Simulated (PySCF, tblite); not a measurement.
# C₄H₁₀Ge₂OSi: geometry, infrared bands and NMR shifts

Wanted: the infrared bands and NMR shifts of C₄H₁₀Ge₂OSi (`CC#C[Si@@H]1O[CH2][Ge@H]1[GeH3]`), by calculation.

The runs use tblite 0.8.0 and PySCF 2.14.0, with density-fitted response routines of our own; the level of theory stands in each step. All values are computed, except where a source is named. Atoms are numbered from 0 throughout.

### Step 1. Starting geometry

18 atoms, charge 0, multiplicity 1; geometry from: force field or distance geometry start.

Bonds of the start (Å): C0–C1 1.48, C1–C2 1.20, C2–Si3 1.84, Si3–O4 1.71, O4–C5 1.41, C5–Ge6 1.93, Ge6–Ge7 2.35, Ge6–Si3 2.26, C0–H8 1.11, C0–H9 1.10, C0–H10 1.10, Si3–H11 1.45, C5–H12 1.12, C5–H13 1.12, Ge6–H14 1.54, Ge7–H15 1.57, Ge7–H16 1.56, Ge7–H17 1.55.

### Step 2. Relaxing the molecule with GFN2-xTB

Job settings and geometry (Å):

```
{"job": {"kind": "relax", "xc": "GFN2-xTB", "basis": "xTB"}, "charge": 0, "multiplicity": 1}
C      4.280700     0.819100    -0.086600
C      2.916700     0.272200     0.071500
C      1.815700    -0.174000     0.219900
Si     0.102700    -0.808900     0.419800
O     -0.203900    -2.081600    -0.680700
C     -1.339900    -1.573600    -1.336900
Ge    -1.424400     0.289200    -0.836000
Ge    -3.512600     0.853300     0.069800
H      4.356300     1.815300     0.402400
H      4.519500     0.929400    -1.150200
H      5.008900     0.142200     0.375600
H     -0.185800    -1.126800     1.807000
H     -2.227300    -2.169900    -1.002700
H     -1.191000    -1.642500    -2.444000
H     -0.764500     1.304100    -1.791500
H     -4.095200     2.029600    -0.787200
H     -4.581100    -0.275900    -0.039600
H     -3.483500     1.405100     1.513000
```

Launch:

```bash
$ OMP_NUM_THREADS=1 python probes_run.py task.json out
```

The driver reads the jobs from task.json and runs them one after another.

**Question.** This job is followed by: GFN2-xTB harmonic vibrations, gas phase; GIAO PBE0/pcSseg-1 NMR shielding, non-relativistic, gas phase. What will the session give for the following? strongest single infrared mode (GFN2-xTB); zero-point energy (GFN2-xTB); 13C shifts against TMS (PBE0/pcSseg-1); 1H shifts against TMS (PBE0/pcSseg-1, means over atoms taken as alike); 29Si shifts against TMS (PBE0/pcSseg-1); 17O shifts against H2O (PBE0/pcSseg-1); 73Ge shifts against GeMe4 (PBE0/pcSseg-1); surface potential, 1st and 99th percentile.

As calculated:

| quantity | value |
| --- | --- |
| strongest single infrared mode (GFN2-xTB) | 792 cm⁻¹, 716 km/mol |
| zero-point energy (GFN2-xTB) | 71.2 kcal/mol |
| 13C shifts against TMS (PBE0/pcSseg-1) | 118.2, 86.1, 72.9, 6.1 ppm |
| 1H shifts against TMS (PBE0/pcSseg-1, means over atoms taken as alike) | 6.01, 5.56, 5.09, 4.91, 3.49, 2.17 ppm |
| 29Si shifts against TMS (PBE0/pcSseg-1) | -9.7 ppm |
| 17O shifts against H2O (PBE0/pcSseg-1) | 85.9 ppm |
| 73Ge shifts against GeMe4 (PBE0/pcSseg-1) | -162, -340 ppm |
| surface potential, 1st and 99th percentile | -1.43 V and 1.10 V |

**Reading.** The optimisation took 113 steps and gained 0.694 eV; among the close pairs (by a distance rule), Si3–Ge6 changed most, from 2.262 to 2.393 Å. The lowest mode is slightly imaginary (4i cm⁻¹), a soft motion within the noise of the Hessian, so the minimum is not strictly shown. The strongest single mode, at 792 cm⁻¹, has its largest shares on H16, H15 and H17 (the list is cut at 3 atoms). GFN2-xTB is a fitted tight-binding method: band positions and strengths are rough. Its intensities can rank the bands wrongly. At PBE0/pcSseg-1: The largest span, 444 ppm, is at Ge6, where the paramagnetic term is -1267 ppm. By nearest atom (PBE0/pcSseg-1), the HOMO sits on Ge6 24 %; C1, C2 about 15 % each and the LUMO on Si3 21 %; Ge6 20 %. Spin-orbit coupling is left out, which matters for shieldings and couplings at and beside the heavy atoms.
